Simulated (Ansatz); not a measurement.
## CH2ClNO2Si, SMILES N[Si]1(Cl)OC1=O: a geometry optimisation, step by step

Program: the Ansatz DFT code, driven from Python.

Run as a notebook:

```python
from dataclasses import dataclass
import itertools

import ansatz as az
from ase.data import atomic_numbers, covalent_radii
import numpy as np
```

```python
@dataclass
class RunConfig:
    basis: str = "def2-SVP"
    xc: str = "r2SCAN"
```

```python
cfg = RunConfig()

molecule = (
    az.Crystal.molecule()
    .atom("N", (-0.2811, -1.4013, 0.6711))
    .atom("Si", (0.3799, 0.1541, 0.3531))
    .atom("Cl", (2.2291, -0.1528, -0.3894))
    .atom("O", (-0.4298, 0.6541, -1.067))
    .atom("C", (-0.4581, 1.5658, -0.1593))
    .atom("O", (-0.8414, 2.7037, 0.0821))
    .atom("H", (0.4241, -2.0608, 0.5736))
    .atom("H", (-0.9305, -1.5198, -0.1201))
)
```

```python
calc = (
    molecule.calculation()
    .basis(gaussian=cfg.basis)
    .functional(cfg.xc)
)
symbols = [site.symbol for site in molecule.cartesian_sites]
start = np.array([site.position_ang for site in molecule.cartesian_sites], dtype=float)
def progress(event):
    if event["event"] == "relax_step":
        row = event["data"]
        print(f"step {row['step']:3d}  E = {row['lagrangian_ev']:.6f} eV  largest force component {row['allowed_force_max_ev_ang']:.4f} eV/A")
```

```python
rep = calc.relax(force_tolerance=0.01, max_steps=100).session().plan().execute(on_event=progress).report
end = np.array(rep["positions_ang"])
```

    step   1  E = -27038.272508 eV  largest force component 6.6019 eV/A
    step   2  E = -27039.039184 eV  largest force component 2.7106 eV/A
    step   3  E = -27039.256506 eV  largest force component 3.3683 eV/A
    step   4  E = -27039.415269 eV  largest force component 1.0676 eV/A
    step   5  E = -27039.465866 eV  largest force component 1.6082 eV/A
    step   6  E = -27039.522444 eV  largest force component 1.4825 eV/A
    step   7  E = -27039.537358 eV  largest force component 0.5023 eV/A
    step   8  E = -27039.544230 eV  largest force component 0.3157 eV/A
    step   9  E = -27039.550991 eV  largest force component 0.2052 eV/A
    step  10  E = -27039.551576 eV  largest force component 0.2799 eV/A
    step  11  E = -27039.552808 eV  largest force component 0.0399 eV/A
    step  12  E = -27039.553061 eV  largest force component 0.0408 eV/A
    step  13  E = -27039.553315 eV  largest force component 0.0249 eV/A
    step  14  E = -27039.553434 eV  largest force component 0.0355 eV/A
    step  15  E = -27039.553420 eV  largest force component 0.1181 eV/A
    step  16  E = -27039.553529 eV  largest force component 0.0167 eV/A
    step  17  E = -27039.553549 eV  largest force component 0.0159 eV/A
    step  18  E = -27039.553567 eV  largest force component 0.0093 eV/A

```python
print("reference energy %16.6f eV" % rep["reference_energy_ev"])
print("total energy     %16.6f eV" % rep["free_energy_ev"])
print("occupied orbitals outside the frozen core (up, down):", rep["n_occupied"], " frozen:", rep["n_frozen"], " virtual:", rep["n_virtual"])
```

    reference energy    -27039.553575 eV
    total energy        -27039.553575 eV
    occupied orbitals outside the frozen core (up, down): [31, 31]  frozen: 0  virtual: [71, 71]

```python
radius = [covalent_radii[atomic_numbers[s]] for s in symbols]
span = lambda where, i, j: np.linalg.norm(where[i] - where[j])
bonded = [(i, j) for i, j in itertools.combinations(range(len(symbols)), 2) if min(span(start, i, j), span(end, i, j)) < 1.2 * (radius[i] + radius[j])]
print("pair        before    after (A)")
for i, j in bonded:
    print(f"{symbols[i]}{i}-{symbols[j]}{j}".ljust(10), f"{span(start, i, j):8.4f} {span(end, i, j):8.4f}")
with open("ch2clno2si_opt.xyz", "w") as handle:
    handle.write(f"{len(symbols)}\nrelaxed CH2ClNO2Si\n")
    handle.writelines(f"{s:2s} {x:11.6f} {y:11.6f} {z:11.6f}\n" for s, (x, y, z) in zip(symbols, end))
```

    pair        before    after (A)
    N0-Si1       1.7197   1.6869
    N0-H6        0.9704   1.0140
    N0-H7        1.0304   1.0147
    Si1-Cl2      2.0162   2.0468
    Si1-O3       1.7095   1.7170
    Si1-C4       1.7198   1.8305
    O3-C4        1.2868   1.4084
    C4-O5        1.2247   1.1858

`ch2clno2si_opt.xyz`, as written:
```text
8
relaxed CH2ClNO2Si
N    -0.190145   -1.463479    0.340118
Si    0.416761    0.064053   -0.039447
Cl    2.453538   -0.095246   -0.164396
O    -0.365627    0.947514   -1.286680
C    -0.457958    1.671467   -0.082073
O    -0.987313    2.712234    0.124349
H     0.404131   -2.242582    0.600920
H    -1.181187   -1.650961    0.451309
```

Caveats:
- Total energies depend on the basis set; only differences at equal settings carry meaning.
- The end point is the stationary point reached from this start; no frequency run checks that it is a minimum, and the basis set is modest.
- Finished in 2.4 min on 1 thread of Arm Neoverse V1, with other jobs on the host, peak memory 0.27 GiB.
